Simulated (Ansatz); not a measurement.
# CH₇GeNS, SMILES NC[S][GeH3]: a ladder of methods at one geometry

With the Ansatz DFT code, driven from Python.

Notebook, run cell by cell (the value of a cell's last expression is shown):

**Cell 1**
```python
from pathlib import Path
import warnings

import ansatz
from ase import Atoms
import numpy as np
```

**Cell 2**
```python
BASIS = 'def2-SVP'
```

**Cell 3**
```python
warnings.simplefilter('ignore', ansatz.DeckWarning)
```

**Cell 4**
```python
atoms = Atoms(['N', 'C', 'S', 'Ge', 'H', 'H', 'H', 'H', 'H', 'H', 'H'], positions=[
    [-1.0191, 1.1182, -0.1435],
    [0.3461, 1.037, -0.4753],
    [1.2088, 0.2608, 0.8977],
    [0.4351, -1.7493, 0.5735],
    [-1.5407, 1.5878, -0.9983],
    [-1.1634, 1.8578, 0.6332],
    [0.8113, 2.0494, -0.6505],
    [0.5187, 0.4532, -1.4048],
    [0.7088, -2.2277, -0.8124],
    [0.9484, -2.7532, 1.6355],
    [-1.1886, -1.691, 0.7655],
])
ch7gens = ansatz.Crystal.molecule_from_ase(atoms)
```

**Cell 5**
```python
base = ch7gens.calculation().basis(gaussian=BASIS)
```

**Cell 6**
```python
print('functional    E (Ha)        dipole (D)   HOMO (eV)  LUMO (eV)')
for name in ['pbe0', 'lda', 'blyp', 'r2scan']:
    summary = base.functional(name).forces().orbitals().run(threads=1, runs_dir='runs').report
    lines = Path(summary['orbitals_path']).read_text().splitlines()
    field_of = lambda key: [line.split('=')[1].strip() for line in lines if line.startswith(key)]
    orbitals = [(27.211386 * float(e), s, float(n)) for e, s, n in zip(field_of('Ene='), field_of('Spin='), field_of('Occup='))]
    homo = max(e for e, _, n in orbitals if n > 0.5)
    lumo = min(e for e, _, n in orbitals if n < 0.5)
    dipole = 4.803205 * np.linalg.norm(summary['charge_distribution']['dipole_moment_e_ang'])
    print(f'{name:10s} {summary["free_energy_ev"] / 27.211386246:14.6f} {dipole:9.3f} {homo:11.3f} {lumo:10.3f}')
```
Output:
```text
functional    E (Ha)        dipole (D)   HOMO (eV)  LUMO (eV)
pbe0         -2571.275621     2.240      -6.743      0.677
lda          -2566.398889     2.258      -5.480     -0.435
blyp         -2571.776803     2.106      -5.281     -0.116
r2scan       -2571.699557     2.259      -5.791      0.030
```

Total energies depend on the basis set; only differences at equal settings carry meaning. The geometry is a force-field or estimated start, not a minimum of this method, and the basis set is short of its limit. A lower total doesn't mark the better method: functionals have no common bound, and MP2 and coupled cluster aren't variational. Levels such as HOMO and LUMO are orbital energies: with these approximate functionals they aren't the ionisation energy and electron affinity, and their gap isn't the fundamental gap. Timing: 21 s on 1 thread of Arm Neoverse V2, on a shared host, peak memory 0.32 GiB.

(Lines on the test bed's own set-up are left out of the output.)
